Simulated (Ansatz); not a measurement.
# InH5O: small, medium and large basis sets

Aim: see how fast density functionals converge with the basis set for InH5O.

Computed with Ansatz 0.2.0, Gaussian basis. Level: one geometry, several basis sets.

Levels to be run: PBE0-D4/def2-SVP; ωB97M-V/def2-SVP; PBE0-D4/def2-QZVPP; ωB97M-V/def2-QZVPP; the functionals' def2-TZVPP values are taken from earlier runs.

1 further run of the same task is left out (for a known fault of the program).

## (1) The geometry

The geometry comes from an earlier relaxation with PBE0-D4 in a triple-zeta def2 set; it is a stationary point, not always the lowest conformer. In takes the def2 core potential; no spin-orbit term is included.

7 atoms, charge 0, spin multiplicity 1.

Atoms are counted from 1 here; the program's logs count them from 0.

Bond lengths: O1–In2 2.437 Å, O1–H3 0.962 Å, O1–H4 0.962 Å, In2–H5 1.736 Å, In2–H6 1.736 Å, In2–H7 1.725 Å. Angles: In2–O1–H3 110.7°, In2–O1–H4 109.7°, H3–O1–H4 106.4°, O1–In2–H5 91.4°, O1–In2–H6 91.9°, O1–In2–H7 99.2°, H5–In2–H6 118.4°, H5–In2–H7 120.1°, H6–In2–H7 119.9°.

## (2) PBE0-D4 in def2-SVP

in.yaml reads:

```yaml
crystal:
  periodic: [false, false, false]
  atoms:
    - {symbol: O, position_ang: [0.011664, -1.365547, 0.092759]}
    - {symbol: In, position_ang: [0.263413, 1.048978, -0.122173]}
    - {symbol: H, position_ang: [-0.365959, -1.592678, 0.948003]}
    - {symbol: H, position_ang: [-0.605566, -1.686979, -0.571606]}
    - {symbol: H, position_ang: [-0.708941, 1.066558, -1.559654]}
    - {symbol: H, position_ang: [-0.515119, 1.323243, 1.405093]}
    - {symbol: H, position_ang: [1.981808, 1.138425, -0.238221]}
basis:
  gaussian: {orbitals: def2-SVP}
hamiltonian: {xc: pbe0, dispersion: d4}
output: {orbitals: {seedname: orbitals}}
```

Launch:

```bash
ansatz run in.yaml --threads 4 --pin off --events-out ev --progress --plain --max-ram 10444MiB
```

After this run come: ωB97M-V in def2-SVP; PBE0-D4 in def2-QZVPP; ωB97M-V in def2-QZVPP.

Q: Predict the results of all the runs planned. Wanted: PBE0-D4: double and triple zeta above quadruple; ωB97M-V: double and triple zeta above quadruple.

The runs gave:

| quantity | value |
| --- | --- |
| PBE0-D4: double and triple zeta above quadruple | 3.10, 0.18 eV |
| ωB97M-V: double and triple zeta above quadruple | 3.24, 0.18 eV |

What this shows: PBE0-D4 gains 2.92 eV from double to triple zeta, then 0.18 eV more. Total energies overstate the basis error of differences, where much of it tends to cancel. The LUMO of ωB97M-V is positive and keeps falling with the basis (0.95 to 0.16 eV): an unbound level that the basis holds in place.
